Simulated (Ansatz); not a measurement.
# BH5OSn: shift of H6 from Sn3 to O2, part 3 of 3

Aim: the minimum-energy path and barrier of the shift of H6 from Sn3 to O2. The ends are relaxed first, then joined by a nudged elastic band. SMILES of the start: B[O][SnH3].

Ansatz 0.2.0; RKS PBE0-D4/def2-SVPD.

### 12 A trajectory let go at the top

It starts at the highest inner image of the first converged band: 200 steps of 0.5 fs at constant energy, with velocities drawn for 300 K.

input.yaml reads:

```yaml
crystal:
  periodic: [false, false, false]
  atoms:
    - { symbol: B, position_ang: [-0.626079, 0.834214, -1.342854] }
    - { symbol: O, position_ang: [-0.291362, 0.445998, -0.106807] }
    - { symbol: Sn, position_ang: [0.529955, -0.814267, 1.503775] }
    - { symbol: H, position_ang: [-1.555861, 1.596145, -1.505193] }
    - { symbol: H, position_ang: [0.01688, 0.419264, -2.287523] }
    - { symbol: H, position_ang: [-0.776813, 0.415282, 1.246895] }
    - { symbol: H, position_ang: [2.222015, -0.45218, 1.57181] }
    - { symbol: H, position_ang: [0.481274, -2.444446, 0.919896] }
basis:
  gaussian: { orbitals: def2-SVPD }
hamiltonian:
  xc: pbe0
  dispersion: d4
md:
  timestep: 0.5
  n_steps: 200
  ensemble: nve
  temperature: 300.0
  initial_velocities: maxwell_boltzmann
  seed: 6363
```

Started as:

```
> ansatz run input.yaml --threads 2 --pin off --max-ram 3072MiB --backend cpu --events-out ev --progress --plain --runs-dir out
```

The log of the run (excerpt; [...] marks lines left out):

```text
Warning: RAYON_NUM_THREADS=2 ignored (pool sized by the plan → 2); use --threads N
[...]
Functional definition: PBE0
[...]
1332 factors; integrals over basis functions are off by at most 3.3e-4 eV
[...]
mean field -8629.19960922 eV, -317.1172365572 hartree, gradient 4.1e-5 eV, S^2 0.000000; 0 other end points of the search recorded, 0 dependent functions left out
[...]
reference -8629.19964208 eV, -317.1172377648 hartree; 20, 20 occupied and 95, 95 virtual orbitals, 1332 factors
[...]
md step    56: t =    28.00 fs  T =  1843.5 K  F+E_penalty+E_count = -8630.51322853 eV  E_kin = 1.429710 eV  conserved = -8629.08351839 eV  (26 SCF iters, 3 dispersion substeps)
md step    57: t =    28.50 fs  T =  1886.0 K  F+E_penalty+E_count = -8630.54226448 eV  E_kin = 1.462671 eV  conserved = -8629.07959387 eV  (27 SCF iters, 3 dispersion substeps)
md step    58: t =    29.00 fs  T =  1758.1 K  F+E_penalty+E_count = -8630.43753304 eV  E_kin = 1.363519 eV  conserved = -8629.07401433 eV  (27 SCF iters, 3 dispersion substeps)
```

### 13 More of the same log: dynamics from the highest image of the converged band

Output, continued (excerpt; [...] marks lines left out):

```text
md step    59: t =    29.50 fs  T =  1551.2 K  F+E_penalty+E_count = -8630.27303286 eV  E_kin = 1.203086 eV  conserved = -8629.06994724 eV  (28 SCF iters, 3 dispersion substeps)
[...]
md step    78: t =    39.00 fs  T =  1402.9 K  F+E_penalty+E_count = -8630.15799405 eV  E_kin = 1.088050 eV  conserved = -8629.06994442 eV  (29 SCF iters, 3 dispersion substeps)
[...]
md step   135: t =    67.50 fs  T =  1215.6 K  F+E_penalty+E_count = -8630.00893476 eV  E_kin = 0.942782 eV  conserved = -8629.06615248 eV  (28 SCF iters, 3 dispersion substeps)
md step   136: t =    68.00 fs  T =  1124.5 K  F+E_penalty+E_count = -8629.93759082 eV  E_kin = 0.872127 eV  conserved = -8629.06546421 eV  (28 SCF iters, 3 dispersion substeps)
md step   137: t =    68.50 fs  T =  1123.4 K  F+E_penalty+E_count = -8629.93669051 eV  E_kin = 0.871287 eV  conserved = -8629.06540376 eV  (28 SCF iters, 3 dispersion substeps)
```

### 14 The log goes on: dynamics from the highest image of the converged band

The log, continued (excerpt; [...] marks lines left out):

```text
md step   138: t =    69.00 fs  T =  1214.0 K  F+E_penalty+E_count = -8630.00739147 eV  E_kin = 0.941528 eV  conserved = -8629.06586392 eV  (28 SCF iters, 3 dispersion substeps)
[...]
md step   153: t =    76.50 fs  T =  1065.6 K  F+E_penalty+E_count = -8629.89266109 eV  E_kin = 0.826408 eV  conserved = -8629.06625301 eV  (28 SCF iters, 3 dispersion substeps)
[...]
Atom 4 at    -1.365618    -0.282169    -1.797538 Å, force     0.201799    -0.368654     0.521046 eV/Å
Atom 5 at    -0.416507     2.391339    -0.990379 Å, force     2.966297     9.759796    -2.552433 eV/Å
Atom 6 at     2.185893    -0.160141     1.869841 Å, force     0.032993    -0.282270    -0.363373 eV/Å
Atom 7 at     0.922372    -2.155093     0.336589 Å, force     0.357590     0.332263     0.118251 eV/Å
Dipole moment:    -0.034466     0.276231    -0.115167 e Å
```

Wall time 10 min (2 threads of Arm Neoverse V1, shared host); peak memory 0.27 GiB.

### 15 What the atoms did

One step in 8; energies are changes from step 0:

```tsv
time (fs)	T (K)	potential energy change (meV/atom)	total energy change (meV/atom)	H6–Sn3 (Å)	H6–O2 (Å)
0.0	300	0.0	0.00	1.81	1.44
4.0	167	13.1	0.14	1.76	1.41
8.0	262	3.7	0.05	1.80	1.38
12.0	535	-22.7	0.16	1.92	1.27
16.0	1360	-103.9	-1.16	2.14	0.92
20.0	1174	-84.9	-0.22	2.56	1.08
24.0	1261	-93.6	-0.43	2.69	1.06
28.0	1843	-151.5	-1.85	2.55	0.94
32.0	1063	-73.6	0.27	2.49	1.17
36.0	867	-53.3	1.70	2.36	0.83
40.0	1051	-72.5	0.35	2.44	1.14
44.0	2014	-167.9	-1.74	2.65	0.95
48.0	1697	-135.9	-0.45	3.05	1.05
52.0	1450	-111.6	-0.14	3.28	1.08
56.0	1862	-153.4	-2.01	3.30	0.90
60.0	1105	-77.6	0.45	3.48	1.15
64.0	989	-64.8	1.97	3.40	0.83
68.0	1125	-79.5	0.41	3.69	1.15
72.0	1732	-140.2	-1.31	3.72	0.88
76.0	1326	-99.4	0.05	4.10	1.11
80.0	1502	-117.5	-0.98	4.15	1.01
84.0	1883	-155.1	-1.55	4.19	0.98
88.0	1550	-121.1	0.04	4.34	1.11
92.0	1291	-97.2	-1.11	4.23	0.86
96.0	731	-41.3	0.48	4.53	1.15
100.0	1148	-80.8	1.46	4.42	0.84
```

time (fs), T (K) and a bar:
```
      0.0        300 ##
      4.5        173 
      8.5        258 #
     13.0        760 #########
     17.5       1109 ###############
     21.5        599 #######
     26.0       1196 ################
     30.5       1171 ################
     35.0       1500 #####################
     39.0       1403 ####################
     43.5       1954 #############################
     48.0       1697 #########################
     52.0       1450 #####################
     56.5       2038 ##############################
     61.0       1452 #####################
     65.0       1595 #######################
     69.5       1386 ####################
     74.0       1812 ##########################
     78.5        883 ###########
     82.5       1054 ##############
     87.0       1291 ##################
     91.5        967 #############
     95.5        736 #########
    100.0       1148 ################
```

Bonds that form or break, judged by distance (formed within 1.15 times the sum of covalent radii and held on average over 12 fs, broken when stretched by half; pairs already stretched at the start don't count as bonds):

```tsv
time (fs)	bond	event
14.5	O2–H6	forms
20.0	Sn3–H6	breaks
63.0	O2–Sn3	breaks
```

The last frame stands with the bonds of end B.

### 16 Dynamics from the top

It starts at the highest inner image of the first converged band: 200 steps of 0.5 fs at constant energy, with velocities drawn for 100 K.

input.yaml: that of step 12 with these lines changed.

```diff
@@ -20,4 +20,4 @@
   ensemble: nve
-  temperature: 300.0
+  temperature: 100.0
   initial_velocities: maxwell_boltzmann
-  seed: 6363
+  seed: 6364
```

Started as:

```
> ansatz run input.yaml --threads 2 --pin off --max-ram 3072MiB --backend cpu --events-out ev --progress --plain --runs-dir out
```

The log of the run (excerpt; [...] marks lines left out):

```text
Warning: RAYON_NUM_THREADS=2 ignored (pool sized by the plan → 2); use --threads N
[...]
[... 1 set-up line as earlier in the session ...]
[...]
1332 factors; integrals over basis functions are off by at most 3.3e-4 eV
[...]
mean field -8629.19960922 eV, -317.1172365572 hartree, gradient 4.1e-5 eV, S^2 0.000000; 0 other end points of the search recorded, 0 dependent functions left out
[...]
reference -8629.19964208 eV, -317.1172377648 hartree; 20, 20 occupied and 95, 95 virtual orbitals, 1332 factors
[...]
md step    75: t =    37.50 fs  T =  1038.0 K  F+E_penalty+E_count = -8630.02692422 eV  E_kin = 0.805066 eV  conserved = -8629.22185833 eV  (29 SCF iters, 3 dispersion substeps)
[...]
md step    98: t =    49.00 fs  T =  1235.8 K  F+E_penalty+E_count = -8630.18156077 eV  E_kin = 0.958476 eV  conserved = -8629.22308506 eV  (29 SCF iters, 3 dispersion substeps)
md step    99: t =    49.50 fs  T =  1424.9 K  F+E_penalty+E_count = -8630.33069289 eV  E_kin = 1.105095 eV  conserved = -8629.22559807 eV  (29 SCF iters, 3 dispersion substeps)
```

### 17 The output, continued: dynamics from the highest image of the converged band

Output, continued (excerpt; [...] marks lines left out):

```text
md step   100: t =    50.00 fs  T =  1609.3 K  F+E_penalty+E_count = -8630.47798174 eV  E_kin = 1.248081 eV  conserved = -8629.22990057 eV  (29 SCF iters, 3 dispersion substeps)
[...]
md step   125: t =    62.50 fs  T =  1508.1 K  F+E_penalty+E_count = -8630.40738537 eV  E_kin = 1.169631 eV  conserved = -8629.23775483 eV  (29 SCF iters, 3 dispersion substeps)
[...]
Atom 4 at     0.138123    -0.089912    -1.912805 Å, force     0.010425    -0.059366     1.044239 eV/Å
Atom 5 at    -1.903383     2.158854    -0.900844 Å, force     2.459895    -2.747785     0.454957 eV/Å
Atom 6 at     2.221593    -0.435841     1.045944 Å, force     0.166424    -0.214585    -0.317851 eV/Å
Atom 7 at     0.407872    -2.393850     0.722836 Å, force     0.241509    -0.405822    -0.490275 eV/Å
Dipole moment:    -0.259737     0.309663    -0.083654 e Å
```

It took 10 min on 2 threads of Arm Neoverse V1, shared host; peak memory 0.26 GiB.

### 18 The trajectory

One step in 11; energies are changes from step 0:

```tsv
time (fs)	T (K)	potential energy change (meV/atom)	total energy change (meV/atom)	H6–Sn3 (Å)	H6–O2 (Å)
0.0	100	0.0	0.00	1.81	1.44
5.5	60	3.9	0.04	1.87	1.41
11.0	449	-33.7	0.16	1.89	1.19
16.5	1538	-140.9	-1.53	2.32	0.95
22.0	1241	-111.1	-0.44	2.75	1.07
27.5	1489	-135.0	-0.32	2.85	1.08
33.0	1661	-152.7	-1.41	2.62	0.88
38.5	886	-75.9	0.38	2.59	1.15
44.0	1711	-157.8	-1.62	2.83	0.89
49.5	1425	-128.7	-0.22	3.29	1.09
55.0	1526	-138.7	-0.45	3.59	1.06
60.5	1555	-142.5	-1.43	3.57	0.88
66.0	816	-69.0	0.42	3.79	1.14
71.5	1703	-157.3	-1.98	3.81	0.90
77.0	1555	-141.7	-0.72	4.10	1.04
82.5	1015	-88.7	0.01	4.32	1.09
88.0	1316	-117.9	0.02	4.25	0.85
93.5	745	-62.2	0.37	4.60	1.14
99.0	1450	-132.8	-1.91	4.64	0.94
100.0	1299	-116.8	-0.49	4.77	1.05
```

time (fs), T (K) and a bar:
```
      0.0        100 #
      4.5         51 
      8.5        163 ##
     13.0        974 ################
     17.5       1455 ########################
     21.5       1029 ################
     26.0       1561 #########################
     30.5       1369 ######################
     35.0       1533 #########################
     39.0        943 ###############
     43.5       1367 ######################
     48.0       1020 ################
     52.0       1030 #################
     56.5       1122 ##################
     61.0       1197 ###################
     65.0        962 ###############
     69.5       1370 ######################
     74.0       1218 ####################
     78.5       1253 ####################
     82.5       1015 ################
     87.0       1830 ##############################
     91.5       1261 ####################
     95.5       1333 ######################
    100.0       1299 #####################
```

Bonds that form or break, judged by distance (formed within 1.15 times the sum of covalent radii and held on average over 12 fs, broken when stretched by half; pairs already stretched at the start don't count as bonds):

```tsv
time (fs)	bond	event
12.5	O2–H6	forms
18.5	Sn3–H6	breaks
63.5	O2–Sn3	breaks
```

The last frame stands with the bonds of end B.

### 19 Summary of results

The summary covers parts 1 to 3.

| quantity | value |
| --- | --- |
| end A | 7 moves, 0.172 eV lower |
| end B | 8 moves, 2.252 eV lower |
| first band: barrier forwards | 2.14 eV |
| first band: barrier backwards | 1.72 eV |
| first band: second end relative to first | +0.416 eV |
| first band: highest image | 3 of 0 to 6, climbing |
| first band: band iterations | 21 |
| pieces at the ends | BH5OSn → BH3O + H2Sn |
| imaginary modes at the top | 1390i, 60i cm⁻¹ |
| second band | not converged, 60 iterations, 5 inner images |
| time, first and second band | 5.3 min and 14 min |
| third band | top 2.133 eV above image 0, 25 iterations, 1 inner image |
| time, first and third band | 5.3 min and 84 s |
| trajectory at 300 K, after 100 fs | with the bonds of end B, at 1148 K |
| trajectory at 100 K, after 100 fs | with the bonds of end B, at 1299 K |

In the first band: the barrier from the first end is 2.14 eV, 83 times kT at 300 K; with a typical attempt rate of 10^13 per second that is roughly 10^-23 events a second. Going back costs 1.72 eV, since the second end is 0.42 eV above the first. By distance, end A alone has O2–Sn3, Sn3–H6 and end B alone has O2–H6. Beside the main imaginary mode the others are soft (under 80i cm⁻¹) and may be noise at this precision. The third band's top lies 8 meV below the first's, so the changed settings hardly move the height. These are electronic energies, with no zero-point or thermal terms. Tunnelling, which matters where hydrogen moves, is missing too.
